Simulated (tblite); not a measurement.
# C6H11F2N: the cost of one run

The runs use tblite 0.8.0 and PySCF 2.14.0, with density-fitted response routines of our own; the level of theory stands in each step. All values are computed, except where a source is named. Atoms count from 0, in the outputs and in this text.

## 1. The molecule as given

20 atoms, charge 0, multiplicity 1; geometry from: force field or distance geometry start.

Bonds of the start (Å): C0–C1 1.35, C1–C2 1.50, C1–C3 1.53, C3–N4 1.48, N4–C5 1.45, C3–C6 1.55, C6–F7 1.37, C6–F8 1.35, C0–H9 1.09, C0–H10 1.09, C2–H11 1.11, C2–H12 1.10, C2–H13 1.09, C3–H14 1.11, N4–H15 1.02, C5–H16 1.10, C5–H17 1.10, C5–H18 1.11, C6–H19 1.08.

## 2. Geometry optimisation with GFN2-xTB

The job: settings as JSON, then the geometry in Å.

```
{"job": {"kind": "relax", "xc": "GFN2-xTB", "basis": "xTB"}, "charge": 0, "multiplicity": 1}
C     -1.561700    -0.446400     1.432700
C     -0.955300    -0.290300     0.239000
C     -1.394800    -1.074600    -0.956300
C      0.232300     0.661800     0.073300
N      1.425800    -0.055800    -0.440400
C      2.019500    -0.940500     0.543300
C     -0.135000     1.879700    -0.806600
F      0.964600     2.686700    -0.926700
F     -1.080600     2.631000    -0.192500
H     -1.261000     0.106300     2.320000
H     -2.413800    -1.122500     1.554000
H     -2.260000    -1.723500    -0.728900
H     -1.722900    -0.393200    -1.750000
H     -0.596700    -1.712100    -1.339700
H      0.499900     1.085900     1.061700
H      2.115700     0.656600    -0.691800
H      2.925400    -1.394500     0.126400
H      1.348200    -1.760100     0.824700
H      2.320800    -0.390100     1.452900
H     -0.475600     1.606200    -1.798100
```

The run is started by

```bash
OMP_NUM_THREADS=1 python probes_run.py task.json out
```

This one command runs all jobs of the session in turn.

Q: Estimate the wall time and peak memory of this first job on 1 thread of Intel Xeon at 2.50GHz, shared host.

About 1.7 s, with a peak of 0.18 GiB.
